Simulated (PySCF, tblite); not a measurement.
**C5H11BOSi: geometry, infrared bands and NMR shifts**

Aim: predict the infrared bands and NMR shifts of C5H11BOSi (`B[C@@H]1C[SiH2]C(=C)CO1`).

Computed with tblite 0.8.0 and PySCF 2.14.0, with density-fitted response routines of our own, on a single molecule in the gas phase. Atoms count from 0, in the outputs and in this text.

**1. Starting geometry**

19 atoms, charge 0, multiplicity 1; geometry from: force field or distance geometry start.

Bonds of the start (Å): B0–C1 1.59, C1–C2 1.51, C2–Si3 1.85, Si3–C4 1.86, C4–C5 1.32, C4–C6 1.50, C6–O7 1.39, O7–C1 1.38, B0–H8 1.19, B0–H9 1.19, C1–H10 1.13, C2–H11 1.13, C2–H12 1.12, Si3–H13 1.46, Si3–H14 1.47, C5–H15 1.08, C5–H16 1.11, C6–H17 1.11, C6–H18 1.10.

**2. Relaxing the molecule with GFN2-xTB**

What the job is given:

```
{"job": {"kind": "relax", "xc": "GFN2-xTB", "basis": "xTB"}, "charge": 0, "multiplicity": 1}
B     -2.708500    -0.696800    -0.780900
C     -1.364300    -0.367500     0.005700
C     -1.101600     1.094300    -0.255900
Si     0.713000     1.422600    -0.446100
C      1.572500    -0.112700     0.158400
C      2.882500    -0.138900     0.354600
C      0.729000    -1.332500     0.388100
O     -0.371600    -1.209500    -0.447500
H     -2.803400    -1.687000    -1.435900
H     -3.555100     0.132200    -0.855500
H     -1.586500    -0.581000     1.092300
H     -1.625800     1.418500    -1.205300
H     -1.508900     1.723200     0.578200
H      1.165900     2.627100     0.245500
H      0.978700     1.496900    -1.888000
H      3.424000    -1.005300     0.711900
H      3.448300     0.792400     0.166100
H      0.362200    -1.344900     1.435700
H      1.339800    -2.221700     0.186300
```

Command:

```sh
> OMP_NUM_THREADS=1 python probes_run.py task.json out
```

The driver reads the jobs from task.json and runs them one after another.

**Question.** This job is followed by: GFN2-xTB harmonic vibrations, gas phase; GIAO PBE0/pcSseg-1 NMR shielding, non-relativistic, gas phase. What will the session give for the following? strongest single infrared mode (GFN2-xTB); zero-point energy (GFN2-xTB); ¹³C shifts against TMS (PBE0/pcSseg-1); ¹H shifts against TMS (PBE0/pcSseg-1, means over atoms taken as alike); ¹¹B shifts against BF3·OEt2 (PBE0/pcSseg-1); ²⁹Si shifts against TMS (PBE0/pcSseg-1); ¹⁷O shifts against H2O (PBE0/pcSseg-1); surface potential, 1st and 99th percentile.

As calculated:

```
                                                              quantity                                                           value
                             strongest single infrared mode (GFN2-xTB)                                           2236 cm⁻¹, 377 km/mol
                                          zero-point energy (GFN2-xTB)                                                   90.6 kcal/mol
                                ¹³C shifts against TMS (PBE0/pcSseg-1)                              157.4, 130.3, 78.9, 78.0, -5.9 ppm
¹H shifts against TMS (PBE0/pcSseg-1, means over atoms taken as alike)  6.05, 6.03, 5.29, 5.05, 4.57, 4.39, 4.37, 4.01, 0.06, 0.01 ppm
                           ¹¹B shifts against BF3·OEt2 (PBE0/pcSseg-1)                                                        43.1 ppm
                               ²⁹Si shifts against TMS (PBE0/pcSseg-1)                                                       -54.7 ppm
                                ¹⁷O shifts against H2O (PBE0/pcSseg-1)                                                        62.9 ppm
                                 surface potential, 1st and 99th percentile                                              -1.51 V and 0.93 V
```

**Reading.** The optimisation took 118 steps and gained 0.568 eV; among the close pairs (by a distance rule), C2–Si3 changed most, from 1.854 to 1.907 Å. All 51 modes are real, so the xTB geometry is a minimum. The strongest single mode, at 2236 cm⁻¹, moves mainly H13. Unscaled tight-binding wavenumbers are off by several per cent, some by more. Its intensities can rank the bands wrongly. At PBE0/pcSseg-1, counted by nearest atom on the grid, the HOMO lies on O7 37 %; C4 11 %, the LUMO on B0 33 %; H8, H9 about 11 % each.
